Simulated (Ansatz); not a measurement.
**Bi: response to strain**

Aim: deform Bi (equal xx and yy strain of +1 %) and compute stress, forces and field gradients with LAPW, PAW and all-electron datasets made for the crystal.

Method: DFT LDA, scalar-relativistic, in Ansatz 0.2.0.

### 1 The system as given

Symmetry: R-3m, No. 166, trigonal system. The conventional cell has a = 4.546 Å, b = 4.546 Å, c = 11.862 Å, α = 90.00°, β = 90.00°, γ = 120.00°. Bi (site symmetry 3m) is surrounded by 6 Bi at 3.07 to 3.53 Å.

As a file:

```
Bi
1.0
     2.27300    1.31232    3.95400
    -2.27300    1.31232    3.95400
     0.00000   -2.62463    3.95400
Bi
2
Direct
  0.23389 0.23389 0.23389
  0.76611 0.76611 0.76611
```

Atoms are numbered in the order of the input: Bi1, Bi2.

### 2 After the deformation

Space group R-3m before, R-3m after.

### 3 LAPW, all electrons

Input file input.yaml:

```yaml
crystal:
  lattice:
    - [2.2957296752, 1.325440146, 3.954]
    - [-2.2957296752, 1.325440146, 3.954]
    - [0.0, -2.6508802918, 3.954]
  atoms:
    - { symbol: Bi, position: [0.23389, 0.23389, 0.23389] }
    - { symbol: Bi, position: [0.76611, 0.76611, 0.76611] }
kpoints:
  mp_grid: { grid: [11, 11, 11] }
  band_path:
    path:
      - [0.0, 0.0, 0.0]
      - [0.5, 0.5, 0.5]
      - [0.7584205985, 0.2415794015, 0.5]
      - [0.5, -0.2415794015, 0.2415794015]
      - [0.5, 0.0, 0.0]
      - [0.0, 0.0, 0.0]
      - [0.3707897008, -0.3707897008, 0.0]
      - [0.6292102992, 0.0, 0.3707897008]
      - [0.5, 0.0, 0.5]
    npoints: 5
scf:
  occupations: { method: fermi_dirac, width: 0.03 }
hamiltonian:
  xc: lda
  pseudopotentials: { kind: all_electron, lapw: { basis_error: 0.00025 } }
output:
  forces: true
  stress: true
  eigenvalues: true
```

Launch:

```sh
> ansatz run input.yaml --threads 1 --pin off --max-ram 3072MiB --backend cpu --events-out ev --progress --plain --runs-dir out
```

### 4 PAW on the default files

Input file input.yaml:

```yaml
crystal:
  lattice:
    - [2.2957296752, 1.325440146, 3.954]
    - [-2.2957296752, 1.325440146, 3.954]
    - [0.0, -2.6508802918, 3.954]
  atoms:
    - { symbol: Bi, position: [0.23389, 0.23389, 0.23389] }
    - { symbol: Bi, position: [0.76611, 0.76611, 0.76611] }
kpoints:
  mp_grid: { grid: [11, 11, 11] }
scf:
  occupations: { method: fermi_dirac, width: 0.03 }
hamiltonian:
  xc: lda
  pseudopotentials: { kind: paw }
output:
  forces: true
  stress: true
  eigenvalues: true
  efg: { contact_densities: true }
  write_density: true
  write_potential: true
  elf: true
  volumetric_format: npy
```

### 5 All-electron PAW on datasets made for the crystal

input.yaml: that of step 4 with these lines changed.

```diff
@@ -14,3 +14,3 @@
   xc: lda
-  pseudopotentials: { kind: paw }
+  pseudopotentials: { kind: all_electron, datasets: crystal }
 output:
@@ -20,5 +20 @@
   efg: { contact_densities: true }
-  write_density: true
-  write_potential: true
-  elf: true
-  volumetric_format: npy
```

(Steps that only read results are left out.)

Before running it: what results should come out? Wanted: pressure; largest shear or deviatoric stress.

As calculated:

| quantity | value |
| --- | --- |
| pressure | LAPW -2.71, PAW -2.73, crystal datasets -2.71 GPa |
| largest shear or deviatoric stress (LAPW) | 0.41 GPa |

The largest part of the stress beyond the pressure is 0.41 GPa in size, in the zz component; the atoms are carried along and not relaxed. No run of the undeformed cell stands beside it, so the pressure holds what the given cell had before the change. PAW: stress within 0.02 GPa of LAPW, forces within 1 meV/Å. Crystal datasets: stress within 0.01 GPa of LAPW, forces within 1 meV/Å. Spin-orbit coupling is left out, though the cell holds Bi; in elements this heavy it can shift bands and gaps by tenths of an eV.
